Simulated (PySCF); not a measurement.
**ZrOF₂: structure of the singlet**

Where does singlet ZrOF₂ go from a trigonal planar start, is the end point a minimum, and what are its modes, charges and moments?

Computed with PySCF 2.14.0. Level: PBE0, basis Zr def2-TZVP with ECP28, O def2-TZVP, F def2-TZVP, scalar-relativistic core potentials, no spin–orbit coupling, density fitting.

**1. The system as given**

4 atoms, charge 0, spin multiplicity 1.

Bond lengths: Zr1–O2 1.840 Å, Zr1–F3 2.180 Å, Zr1–F4 2.180 Å. Angles: O2–Zr1–F3 120.0°, O2–Zr1–F4 120.0°, F3–Zr1–F4 120.0°.

```xyz
4
charge 0 multiplicity 1
Zr   -0.0833    0.0000    0.0000
O    -1.9233    0.0000    0.0000
F     1.0067   -1.8879    0.0000
F     1.0067    1.8879    0.0000
```

**2. The SCF at the typed geometry**

The steps below are one call of a driver around PySCF. For each, scf.py gives the equivalent set-up of the SCF; relaxations use the driver's own optimiser. After this first run the driver tries any further starts and a stability analysis.

scf.py reads:

```python
from pyscf import gto, scf, dft
mol = gto.M(atom='''
Zr    -0.083290     0.000000     0.000000
O     -1.923300     0.000000     0.000000
F      1.006700    -1.887940     0.000000
F      1.006690     1.887920     0.000000''',
    basis={'Zr': 'def2-TZVP', 'O': 'def2-TZVP', 'F': 'def2-TZVP'},
    ecp={'Zr': 'def2-TZVP'},
    charge=0, spin=0)
mf = dft.RKS(mol, xc='PBE0')
mf.grids.atom_grid = (50, 194)
aux = {'Zr': 'def2-universal-JKFIT', 'O': 'def2-universal-JKFIT', 'F': 'def2-universal-JKFIT'}
mf = mf.density_fit(auxbasis=aux)
mf.conv_tol = 1e-08
mf.diis_space = 10
mf.max_cycle = 60
mf.init_guess = 'minao'
mf.verbose = 4
mf.kernel()
```

Launch:

```sh
OMP_NUM_THREADS=4 python axn.py task.json out
```

The runs that follow: Relaxation: trigonal planar start, singlet; Vibrations and properties at this point; Downhill along the imaginary mode; Frequencies.

Q: Predict the outcome of this session. Wanted: minimum; geometry; wavenumbers; dipole moment; highest occupied, lowest empty level; polar-tensor charge of Zr1; zero-point energy; atomisation energy.

As calculated:

```
                                 quantity                                                               value
                                  minimum                                                         singlet, Cs
                                 geometry  Zr–F 1.934 Å (×2), Zr–O 1.736 Å; F–Zr–F 120.2°, F–Zr–O 111.9° (×2)
                       wavenumbers (cm⁻¹)        107 (a'), 180 (a'), 243 (a''), 628 (a'), 653 (a''), 984 (a')
                            dipole moment                                                              4.36 D
     highest occupied, lowest empty level                                                     -8.90, -3.16 eV
               polar-tensor charge of Zr1                                                             +2.54 e
                        zero-point energy                                                         16.7 kJ/mol
                      entropy at 298.15 K                                                     313.5 J/(mol K)
atomisation energy (no zero-point energy)                                                         1968 kJ/mol
```

In words: From C2v at the start the molecule goes to a Cs minimum, after a stop at a saddle point 4.0 kJ/mol higher, from which it was pushed off along an imaginary mode. The strongest infrared band lies at 653 cm⁻¹ (a'', stretch). Other starts or spin states, not run here, may lie lower.
